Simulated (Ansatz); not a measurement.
# TiPd3, space group Pm-3m: a point defect in a supercell

Run with the Python package of Ansatz (0.2.0).

`tipd3_defect.py`:
```python
'''Point defect (vacancy) in TiPd3.'''

import ansatz as az
from ase import Atoms
import numpy as np


def main() -> None:
    atoms = Atoms(
        ['Ti', 'Pd', 'Pd', 'Pd'],
        scaled_positions=[
            (0.0, 0.0, 0.0),
            (0.0, 0.5, 0.5),
            (0.5, 0.0, 0.5),
            (0.5, 0.5, 0.0),
        ],
        cell=[
            (3.82, 0.0, 0.0),
            (0.0, 3.82, 0.0),
            (0.0, 0.0, 3.82),
        ],
        pbc=True,
    )
    crystal = az.Crystal.from_ase(atoms)
    host = crystal.supercell(2, 2, 1)
    defective = host.vacancy('Pd', at=(0.0, 0.5, 0.5))

    def with_settings(structure):
        return (
            structure.calculation()
            .kpoints(mesh=(2, 2, 3))
            .occupations('cold')  # smearing steadies the SCF of a metal
            .functional('r2scan')
            .band_table()  # levels at the mesh points
        )


    perfect = with_settings(host).run(threads=1, backend='cpu').report
    calculation = (
        with_settings(defective)
        .relax(force_tolerance=0.05, max_steps=25)  # relax until the tolerances are met
    )
    done = calculation.run(threads=1, backend='cpu')
    report = done.report

    n_host, n_defect = len(perfect['lattice']['sites']), len(report['lattice']['sites'])
    print(f'perfect cell: {n_host} atoms, F = {perfect["free_energy_ev"]:.4f} eV')
    print(f'defect cell:  {n_defect} atoms, F = {report["free_energy_ev"]:.4f} eV')
    # chemical potentials are still to be added to this difference
    print(f'difference {report["free_energy_ev"] - perfect["free_energy_ev"]:.4f} eV (no chemical potentials)')

    for site in done.lattice.sites:
        print(f'{site.symbol:2s}', ' '.join(f'{v:8.4f}' for v in site.position_ang))

    pull = np.linalg.norm(report['forces_ev_ang'], axis=1)
    for atom in np.argsort(-pull)[:5]:
        print(f'force on {done.lattice.sites[atom].symbol}{atom}: {pull[atom]:.3f} eV/A')


if __name__ == '__main__':
    main()
```

```console
$ python tipd3_defect.py
DeckWarning: basis.ecutwfc = 500 eV, auto-derived from the records' recommended cutoffs: set by Ti (their level for a meta-GGA)
perfect cell: 16 atoms, F = -93856.3606 eV
defect cell:  15 atoms, F = -86868.8272 eV
difference 6987.5333 eV (no chemical potentials)
Ti  -0.0000   0.0565   0.0000
Pd   1.8464   0.0465   1.9100
Pd   1.7656   1.9100   0.0000
Ti  -0.0000   3.7635   0.0000
Pd  -0.0000   5.7300   1.9100
Pd   1.8464   3.7735   1.9100
Pd   1.9111   5.7300   0.0000
Ti   3.8200  -0.0150   0.0000
Pd   3.8200   1.9100   1.9100
Pd   5.7936   0.0465   1.9100
Pd   5.8744   1.9100   0.0000
Ti   3.8200   3.8350   0.0000
Pd   3.8200   5.7300   1.9100
Pd   5.7936   3.7735   1.9100
Pd   5.7289   5.7300   0.0000
force on Ti0: 0.044 eV/A
force on Ti3: 0.044 eV/A
force on Pd2: 0.011 eV/A
force on Pd10: 0.011 eV/A
force on Pd1: 0.005 eV/A
```
(Warnings from the package without file and line.)

What to keep in mind:
- Absolute energies stand on the zero of these potentials, so only differences at equal settings mean something. A total without «per atom» is that of the whole cell that was run.
- The run is spin-unpolarised.
- For a metal this k-point mesh is coarse: on a finer one energies can move by several to tens of meV an atom and pressures by half a GPa or more, differences at one mesh by less.
- The relaxation stopped at 0.044 eV/Å, so the energy gained is a lower bound and displacements are uncertain.
- The difference holds no chemical potentials.
- Errors of mesh and smearing per atom add up over the supercell, so the energy can be off by tenths of an eV.
- The starting cell is as deposited in a crystallographic database; the results hold for this polymorph, which needn't be the stable one.
- The supercell is small, so the defect meets its images and the energies aren't those of an isolated defect; a partly filled defect level may also lower its energy by spin or distortion. For a charged cell the difference holds no correction, alignment or term for the electrons' reservoir.
- Wall time of the script: 4.2 min on 1 thread of Arm Neoverse V1, with other jobs on the host, peak memory 1.1 GiB.

(A comment or docstring line of the script was reworded after the run, the code is as it ran.)
